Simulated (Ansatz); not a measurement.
**GaH₄NO₂: one species, many methods**

The task here is to estimate one member of a computed series from the others.

Program: Ansatz 0.2.0, Gaussian basis. Level of theory: functionals in def2-TZVPP, the program's frozen cores in correlated methods. These are calculated values, not measurements.

The runs, in order: LDA (SPW92), PBE-D4, revPBE-D4, BLYP-D4, r2SCAN-D4, B97M-V, PBE0-D4, B3LYP-D4, r2SCANh-D4, r2SCAN0-D4, HSE06-D4, BHLYP-D4, CAM-B3LYP-D4, LC-ωPBE, ωB97X-V, ωB97M-V, B2PLYP, PBE-QIDH; CCSD(T)/def2-SVP; CCSD(T)/def2-TZVPP; MP2/def2-QZVPP; extrapolation to the limit; RPA on PBE.

## Structure used throughout

The geometry comes from an earlier relaxation with PBE0-D4 in a triple-zeta def2 set; it is a stationary point, not always the lowest conformer.

SMILES `[NH2][Ga]([OH])[OH]`, 8 atoms, charge 0, spin multiplicity 1.

Atoms are counted from 1 here; the program's logs count them from 0.

Bond lengths: N1–Ga2 1.809 Å, N1–H5 1.007 Å, N1–H6 1.006 Å, Ga2–O3 1.777 Å, Ga2–O4 1.785 Å, O3–H7 0.960 Å, O4–H8 0.959 Å. Angles: Ga2–N1–H5 119.5°, Ga2–N1–H6 121.6°, H5–N1–H6 111.4°, N1–Ga2–O3 119.2°, N1–Ga2–O4 124.8°, O3–Ga2–O4 115.9°, Ga2–O3–H7 112.6°, Ga2–O4–H8 114.8°.

Geometry (Å):

```
N    -1.4921    0.2199    0.2862
Ga    0.2805    0.0708   -0.0423
O     1.3482    1.4459    0.3162
O     1.0598   -1.3456   -0.7983
H    -1.8272    0.9689    0.8694
H    -2.0861   -0.5890    0.3508
H     2.2552    1.2881    0.0458
H     0.4618   -2.0589   -1.0278
```

The first run:

File in.yaml:

```yaml
crystal:
  periodic: [false, false, false]
  atoms:
    - {symbol: N, position_ang: [-1.492066, 0.219922, 0.286236]}
    - {symbol: Ga, position_ang: [0.280486, 0.070762, -0.042347]}
    - {symbol: O, position_ang: [1.348157, 1.445865, 0.316194]}
    - {symbol: O, position_ang: [1.059791, -1.345644, -0.798250]}
    - {symbol: H, position_ang: [-1.827229, 0.968904, 0.869447]}
    - {symbol: H, position_ang: [-2.086122, -0.589037, 0.350796]}
    - {symbol: H, position_ang: [2.255159, 1.288083, 0.045752]}
    - {symbol: H, position_ang: [0.461824, -2.058854, -1.027828]}
basis:
  gaussian: {orbitals: def2-TZVPP}
hamiltonian: {xc: lda}
output: {orbitals: {seedname: orbitals}}
```

Steps of the session up to this table: LDA; PBE-D4 (GGA); revPBE-D4 (GGA); BLYP-D4 (GGA); r2SCAN-D4 (meta-GGA); B97M-V (meta-GGA); PBE0-D4 (hybrid); B3LYP-D4 (hybrid); r2SCANh-D4 (hybrid); r2SCAN0-D4 (hybrid); HSE06-D4 (hybrid); BHLYP-D4 (hybrid); CAM-B3LYP-D4 (range-separated); LC-ωPBE (range-separated); ωB97X-V (range-separated); ωB97M-V (range-separated); B2PLYP (double hybrid); PBE-QIDH (double hybrid).

One of the session's tables, all rows but one given; the rest of the session is left out.

It belongs to the step «Frontier levels by functional». 

```
  functional  HOMO (eV)  gap (eV)
 LDA (SPW92)      -6.30      4.69
      PBE-D4      -6.09      4.71
   revPBE-D4      -6.02      4.75
     BLYP-D4      -5.98      4.57
   r2SCAN-D4      -6.42      5.45
      B97M-V      -6.45      5.20
     PBE0-D4      -7.58      7.10
    B3LYP-D4      -7.33      6.48
  r2SCANh-D4      -6.97      6.32
  r2SCAN0-D4      -7.81      7.60
    HSE06-D4      -7.16      6.32
    BHLYP-D4      -8.97      9.21
CAM-B3LYP-D4      -9.05      9.41
     LC-ωPBE     -10.49     12.24
     ωB97X-V     -10.08     11.59
     ωB97M-V          ?         ?
```

Estimate the missing values for ωB97M-V.

The run gave: HOMO (eV): -9.99; gap (eV): 11.17. In the column «HOMO (eV)» it lies between ωB97X-V (-10.08) and CAM-B3LYP-D4 (-9.05).
